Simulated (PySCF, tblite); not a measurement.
# CH5F3Si3: geometry, infrared bands and NMR shifts

Wanted: the infrared bands and NMR shifts of CH5F3Si3 (`F[SiH]1[SiH2]C(F)(F)[SiH2]1`), by calculation.

Programs: tblite 0.8.0 and PySCF 2.14.0, with density-fitted response routines of our own. Each step states its level of theory. These are calculated values for one molecule in the gas phase, unless marked as measured. Atoms count from 0, in the outputs and in this text.

**1. The molecule as given**

12 atoms, charge 0, multiplicity 1; geometry from: force field or distance geometry start.

Bonds of the start (Å): F0–Si1 1.68, Si1–Si2 2.25, Si2–C3 1.88, C3–F4 1.41, C3–F5 1.37, C3–Si6 1.86, Si6–Si1 2.21, Si1–H7 1.45, Si2–H8 1.47, Si2–H9 1.45, Si6–H10 1.47, Si6–H11 1.47.

**2. Geometry optimisation with GFN2-xTB**

The job: settings as JSON, then the geometry in Å.

```
{"job": {"kind": "relax", "xc": "GFN2-xTB", "basis": "xTB"}, "charge": 0, "multiplicity": 1}
F     -0.252100     2.426100     1.233200
Si    -0.030300     1.555300    -0.181700
Si     1.461500    -0.105100     0.126200
C     -0.026200    -1.237900     0.304000
F     -0.264700    -1.382700     1.684800
F      0.093700    -2.460700    -0.310400
Si    -1.372100    -0.181400    -0.419200
H      0.185700     2.323000    -1.390300
H      2.287800     0.014900     1.333800
H      2.216100    -0.296800    -1.098400
H     -2.529900    -0.142000     0.484200
H     -1.768300    -0.513300    -1.792300
```

Launch:

```console
$ OMP_NUM_THREADS=1 python probes_run.py task.json out
```

The driver reads the jobs from task.json and runs them one after another.

**Question.** This job is followed by: GFN2-xTB harmonic vibrations, gas phase; GIAO PBE0/pcSseg-1 NMR shielding, non-relativistic, gas phase. Predict these results of the whole session: strongest single infrared mode (GFN2-xTB); zero-point energy (GFN2-xTB); 13C shifts against TMS (PBE0/pcSseg-1); 1H shifts against TMS (PBE0/pcSseg-1, means over atoms taken as alike); 19F shifts against CFCl3 (PBE0/pcSseg-1); 29Si shifts against TMS (PBE0/pcSseg-1, means over atoms taken as alike).

As calculated:

```
                                                                quantity                       value
                               strongest single infrared mode (GFN2-xTB)       2261 cm⁻¹, 699 km/mol
                                            zero-point energy (GFN2-xTB)               33.4 kcal/mol
                                  13C shifts against TMS (PBE0/pcSseg-1)                   147.4 ppm
  1H shifts against TMS (PBE0/pcSseg-1, means over atoms taken as alike)        6.67, 5.06, 4.70 ppm
                                19F shifts against CFCl3 (PBE0/pcSseg-1)  -103.5, -113.7, -256.1 ppm
29Si shifts against TMS (PBE0/pcSseg-1, means over atoms taken as alike)             40.3, -35.7 ppm
```

In words: The optimisation took 80 steps and gained 0.900 eV; among the close pairs (by a distance rule), Si1–Si6 changed most, from 2.207 to 2.345 Å. No mode is imaginary among the 30: a minimum at this level. Unscaled tight-binding wavenumbers are off by several per cent, some by more. Its intensities can rank the bands wrongly.
